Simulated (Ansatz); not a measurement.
# C₂H₁₀N₂Si: basis-set convergence

The task here is to estimate one member of a computed series from the others.

Program: Ansatz 0.2.0, Gaussian basis. Level of theory: one geometry, several basis sets. These are calculated values, not measurements.

Plan: PBE0-D4/def2-SVP; ωB97M-V/def2-SVP; PBE0-D4/def2-QZVPP; ωB97M-V/def2-QZVPP; the functionals' def2-TZVPP values are taken from earlier runs.

## Structure used throughout

The geometry comes from an earlier relaxation with PBE0-D4 in a triple-zeta def2 set; it is a stationary point, not always the lowest conformer.

SMILES `CN([SiH3])CN`, 15 atoms, charge 0, spin multiplicity 1.

Atoms are counted from 1 here; the program's logs count them from 0.

Bond lengths: C1–N2 1.444 Å, C1–H6 1.092 Å, C1–H7 1.100 Å, C1–H8 1.096 Å, N2–Si3 1.719 Å, N2–C4 1.453 Å, Si3–H9 1.487 Å, Si3–H10 1.486 Å, Si3–H11 1.496 Å, C4–N5 1.441 Å, C4–H12 1.100 Å, C4–H13 1.094 Å, N5–H14 1.013 Å, N5–H15 1.011 Å. Angles: N2–C1–H6 110.5°, N2–C1–H7 112.4°, N2–C1–H8 111.3°, H6–C1–H7 107.8°, H6–C1–H8 106.9°, H7–C1–H8 107.8°, C1–N2–Si3 120.4°, C1–N2–C4 114.7°, Si3–N2–C4 121.1°, N2–Si3–H9 108.4°, N2–Si3–H10 107.7°, N2–Si3–H11 115.3°, H9–Si3–H10 111.0°, H9–Si3–H11 106.9°, H10–Si3–H11 107.6°, N2–C4–N5 116.2°, N2–C4–H12 110.3°, N2–C4–H13 107.8° and more.

The first run:

Contents of in.yaml:

```yaml
crystal:
  periodic: [false, false, false]
  atoms:
    - {symbol: C, position_ang: [-1.149999, 0.795069, 0.531377]}
    - {symbol: N, position_ang: [0.096260, 0.160529, 0.171165]}
    - {symbol: Si, position_ang: [1.539434, 0.527138, 1.030674]}
    - {symbol: C, position_ang: [-0.045537, -1.086422, -0.560153]}
    - {symbol: N, position_ang: [-0.574911, -0.984052, -1.896656]}
    - {symbol: H, position_ang: [-0.963121, 1.733449, 1.057863]}
    - {symbol: H, position_ang: [-1.769849, 0.161395, 1.183476]}
    - {symbol: H, position_ang: [-1.742100, 1.040944, -0.357460]}
    - {symbol: H, position_ang: [1.623900, 2.002662, 1.198703]}
    - {symbol: H, position_ang: [2.683598, 0.015019, 0.231896]}
    - {symbol: H, position_ang: [1.638929, -0.072997, 2.397774]}
    - {symbol: H, position_ang: [-0.694140, -1.781890, -0.008009]}
    - {symbol: H, position_ang: [0.942588, -1.551712, -0.621191]}
    - {symbol: H, position_ang: [-0.058476, -0.298379, -2.433750]}
    - {symbol: H, position_ang: [-1.548475, -0.711553, -1.896310]}
basis:
  gaussian: {orbitals: def2-SVP}
hamiltonian: {xc: pbe0, dispersion: d4}
output: {orbitals: {seedname: orbitals}}
```

The run is started by

```bash
ansatz run in.yaml --threads 4 --pin off --events-out ev --progress --plain --max-ram 10444MiB
```

Steps of the session up to this table: PBE0-D4 in def2-SVP; ωB97M-V in def2-SVP; PBE0-D4 in def2-QZVPP; ωB97M-V in def2-QZVPP.

One of the session's tables, all rows but one given; the rest of the session is left out.

It belongs to the step «Functionals by basis». 

| functional | basis | HOMO (eV) | LUMO (eV) |
| --- | --- | --- | --- |
| PBE0-D4 | def2-SVP | -6.39 | 1.03 |
| PBE0-D4 | def2-TZVPP | -6.52 | 0.54 |
| PBE0-D4 | def2-QZVPP | -6.55 | 0.32 |
| ωB97M-V | def2-SVP | ? | ? |
| ωB97M-V | def2-TZVPP | -8.84 | 2.08 |
| ωB97M-V | def2-QZVPP | -8.86 | 1.59 |

Q: Estimate the row for ωB97M-V, def2-SVP from the others.

**Answer.** HOMO (eV): -8.70; LUMO (eV): 2.83. In the column «HOMO (eV)» it lies between ωB97M-V, def2-TZVPP (-8.84) and PBE0-D4, def2-QZVPP (-6.55).
